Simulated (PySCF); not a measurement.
# M06-L/def2-SVP run of GaHCl2O (SMILES [OH][Ga]([Cl])[Cl])

Aim: the energy change on altering one bond length of GaHCl2O at M06-L/def2-SVP, from 2 runs. 

Program for the calculation: PySCF 2.14.0.

1 further run of the same task is left out (set aside as unsound or not needed).

**1. Starting point**

GaHCl2O: 5 atoms, total charge 0, spin state singlet. As SMILES, `[OH][Ga]([Cl])[Cl]`. The shape is that of a PBE0-D4/def2-TZVP optimisation.

Bond lengths: O1–Ga2 1.765 Å, Ga2–Cl3 2.109 Å, Ga2–Cl4 2.123 Å, O1–H5 0.961 Å. Angles: O1–Ga2–Cl3 118.8°, O1–Ga2–Cl4 120.6°, Cl3–Ga2–Cl4 120.6°, Ga2–O1–H5 112.9°.

**2. The energy at M06-L/def2-SVP**

Input file calc.py:

```python
from pyscf import gto, dft

mol = gto.Mole()
mol.atom = [
    ('O', (0.254500, 1.354600, 0.245900)),
    ('Ga', (0.118500, -0.394500, 0.056800)),
    ('Cl', (1.500000, -1.634900, 1.057700)),
    ('Cl', (-1.407900, -1.236300, -1.155800)),
    ('H', (-0.415200, 1.837400, -0.246000)),
]
mol.max_memory = 1860
mol.verbose = 3
mol.spin = 0
mol.basis = 'def2-svp'
mol.charge = 0
mol.build()

mf = dft.RKS(mol)
mf.xc = 'm06-l'
mf.grids.level = 5
mf.conv_tol = 1e-10
mf.kernel()
if not mf.converged:
    mf = mf.newton().run(mf.mo_coeff, mf.mo_occ)

energy = mf.e_tot
print('E(%s) = %.9f' % ('M06-L', energy))
```

On the command line:

```sh
$ OMP_NUM_THREADS=1 python calc.py
```

Standard output:

```text
converged SCF energy = -2920.57439581625
E(M06-L) = -2920.574395816
```

Run time: 30 s. Hardware: 1 thread of Intel Xeon at 2.70GHz, shared host; peak memory 0.46 GiB.

**3. The distorted shape at the same level**

Input file input.xyz:

```xyz
5
Cl2GaHO
O      0.589329     1.113215     0.491835
Ga     0.453329    -0.635885     0.302735
Cl     1.834829    -1.876285     1.303635
Cl    -1.073071    -1.477685    -0.909865
H     -0.415200     1.837400    -0.246000
```

Input file calc.py:

```python
from pyscf import gto, dft

system = gto.M(
    atom='input.xyz',
    charge=0,
    max_memory=1860,
    basis='def2-svp',
    verbose=3,
)

mf = dft.RKS(system)
mf.xc = 'm06-l'
mf.conv_tol = 1e-10
mf.grids.level = 5
mf.kernel()
if not mf.converged:
    mf = mf.newton().run(mf.mo_coeff, mf.mo_occ)

energy = mf.e_tot
print('E = %.10f Eh' % energy)
```

On the command line:

```sh
$ OMP_NUM_THREADS=1 python calc.py
```

Standard output:

```text
converged SCF energy = -2920.48779708774
E = -2920.4877970877 Eh
```

Wall time 31 s (1 thread of Intel Xeon at 2.70GHz, shared host); peak memory 0.46 GiB.

**4. Outcome**

At M06-L/def2-SVP:

```
                                                         quantity           value
                                        first shape: total energy  -2920.57440 Eh
                                       first shape: dipole moment          1.64 D
                                         first shape: HOMO energy        -8.05 eV
                                         first shape: LUMO energy        -2.03 eV
                                       first shape: HOMO–LUMO gap         6.02 eV
                                    distorted shape: total energy  -2920.48780 Eh
                                   distorted shape: dipole moment          2.06 D
                                     distorted shape: HOMO energy        -7.75 eV
                                     distorted shape: LUMO energy        -3.11 eV
                                   distorted shape: HOMO–LUMO gap         4.64 eV
energy change with the O1–H5 bond stretched from 0.961 to 1.442 Å        2.356 eV
```

With the O1–H5 bond stretched from 0.961 to 1.442 Å the energy rises by 2.36 eV (54 kcal/mol). The first shape isn't relaxed at this level, so the change isn't measured from a minimum. Mulliken charges (first shape) run from -0.47 on O1 to +0.81 on Ga2; they depend strongly on the basis.
